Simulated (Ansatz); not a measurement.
# NiS4 (element-swapped structure): how the settings move a single-point run

Aim: see which settings change the result for NiS4 (element-swapped structure), by how much, and at what cost.

Program: Ansatz 0.2.0. Level of theory: reference: DFT r2SCAN, plane waves, PAW, scalar-relativistic, no spin polarisation. These are calculated values, not measurements.

### 1 Starting point

Symmetry: I4_1/amd, No. 141, tetragonal system. The conventional cell has a = 7.497 Å, b = 7.497 Å, c = 6.695 Å, α = 90.00°, β = 90.00°, γ = 90.00°. S (site symmetry m) has 2 Ni at 2.36 to 2.64 Å as nearest neighbours. Around Ni (site symmetry -4m2) lie 8 S at 2.36 to 2.64 Å.

As a file:

```xyz
10
Lattice="-3.7483 3.7483 3.3474 3.7483 -3.7483 3.3474 3.7483 3.7483 -3.3474" Properties=species:S:1:pos:R:3 pbc="T T T"
S     3.7483    0.4273    1.9750
S     1.4468    1.8741    3.6486
S     3.7483    3.3210    1.9750
S    -1.4468    1.8741    3.6486
S     0.0000    3.3210    1.3724
S     5.1951    1.8741   -0.3013
S     0.0000    0.4273    1.3724
S     2.3015    1.8741   -0.3013
Ni    3.7483   -1.8741    2.5105
Ni    0.0000    5.6224    0.8368
```

### 2 The reference run

input.yaml reads:

```yaml
crystal:
  lattice:
    - [-3.74829, 3.74829, 3.347375]
    - [3.74829, -3.74829, 3.347375]
    - [3.74829, 3.74829, -3.347375]
  atoms:
    - { symbol: S, position: [0.352, 0.795, 0.557] }
    - { symbol: S, position: [0.795, 0.738, 0.443] }
    - { symbol: S, position: [0.738, 0.795, 0.943] }
    - { symbol: S, position: [0.795, 0.352, 0.057] }
    - { symbol: S, position: [0.648, 0.205, 0.443] }
    - { symbol: S, position: [0.205, 0.648, 0.943] }
    - { symbol: S, position: [0.262, 0.205, 0.057] }
    - { symbol: S, position: [0.205, 0.262, 0.557] }
    - { symbol: Ni, position: [0.125, 0.875, 0.25] }
    - { symbol: Ni, position: [0.875, 0.125, 0.75] }
  symmetry: { tolerance: 0.0003 }
kpoints:
  mp_grid: { grid: [4, 4, 4], shift: [0, 0, 0] }
magnetization:
  spin_polarized: false
scf:
  occupations: { method: fermi_dirac }
hamiltonian:
  pseudopotentials: { kind: paw }
  xc: r2scan
basis:
  ecutwfc: 500
output:
  forces: true
  stress: true
  eigenvalues: true
```

Command:

```console
ansatz run input.yaml --threads 1 --pin off --max-ram 2560MiB --backend cpu --events-out ev --progress --plain --runs-dir out
```

### 3 Variant: occupations.method gaussian, occupations.width 0.01, n_extra_bands 2, accuracy medium

Edit input.yaml of step 2 so:

```diff
@@ -22,3 +22,4 @@
 scf:
-  occupations: { method: fermi_dirac }
+  occupations: { method: gaussian, width: 0.01 }
+  n_extra_bands: 2
 hamiltonian:
@@ -32 +33,2 @@
   eigenvalues: true
+accuracy: medium
```

### 4 Changed: occupations.method cold, occupations.width 0.005

Edit input.yaml of step 2 so:

```diff
@@ -22,3 +22,3 @@
 scf:
-  occupations: { method: fermi_dirac }
+  occupations: { method: cold, width: 0.005 }
 hamiltonian:
```

### 5 A further run, with the input changed

Edit input.yaml of step 2 so:

```diff
@@ -18,3 +18,3 @@
 kpoints:
-  mp_grid: { grid: [4, 4, 4], shift: [0, 0, 0] }
+  mp_grid: { grid: [1, 1, 1], shift: [0, 0, 0] }
 magnetization:
@@ -23,2 +23,3 @@
   occupations: { method: fermi_dirac }
+  lower_state_search: "off"
 hamiltonian:
```

### 7 Changing settings: xc rpbe

Edit input.yaml of step 2 so:

```diff
@@ -25,3 +25,3 @@
   pseudopotentials: { kind: paw }
-  xc: r2scan
+  xc: rpbe
 basis:
```

(Steps that only read results are left out.)

**Question.** What will these runs give? Wanted: for each run, ending; energy change; pressure; gap; force.

**Answer**, as computed:

```
                                                                                     run     ending        energy change  pressure (GPa)  gap (eV)  force (eV/Å)  cycles   time
                                                                               reference  converged                    0           -10.1      0.00          0.79      12   22 s
1: occupations.method gaussian, occupations.width 0.01, n_extra_bands 2, accuracy medium  converged  +0.5 meV/atom (σ→0)           -10.3      0.00          0.82      12   22 s
                                     2: occupations.method cold, occupations.width 0.005  converged  +0.5 meV/atom (σ→0)           -10.3      0.00          0.83      12   22 s
                                       3: mp_grid.grid [1, 1, 1], lower_state_search off  converged      +562.2 meV/atom            -1.8      0.12          1.11      14   11 s
                                                                              4: xc rpbe  converged       not comparable            -6.5      0.00          0.60       8  9.8 s
```

Residual by cycle in the longest SCF loop of each run; runs are numbered as in the table. The quantity is the density residual dr2, in eV.

```
cycle  reference    run 1    run 2   run 3   run 4
    1      0.802    0.955    0.975    5.59  0.0307
    2       10.4     15.5     14.1     125  0.0104
    3      0.206    0.317    0.288    1.61  3.8e-4
    5     0.0395   0.0537   0.0447    0.25  1.7e-5
    6    0.00692  0.00948  0.00591   0.663  8.6e-7
    7     1.2e-4   5.7e-5   3.4e-5  0.0137  1.1e-7
    8     2.2e-4   3.6e-4   2.8e-4  0.0027  1.0e-8
    9     2.2e-6   6.0e-6   3.0e-6  5.7e-4       -
   10     1.9e-7   1.7e-6   1.3e-6  3.5e-4       -
   12     7.5e-9  9.4e-10   1.8e-9  7.0e-7       -
   13          -        -        -  1.1e-7       -
   14          -        -        -  1.1e-8       -
```

What this shows: Of the variants the dearest is «occupations.method gaussian, occupations.width 0.01, n_extra_bands 2, accuracy medium» (22 s), the cheapest «xc rpbe» (9.8 s), on a shared host. The reference has no spin polarisation; with Ni present, a magnetic state may lie lower.

The reference is no final answer either: its mesh is coarse for a cell with so small a gap or none; the structure is made up and not relaxed.
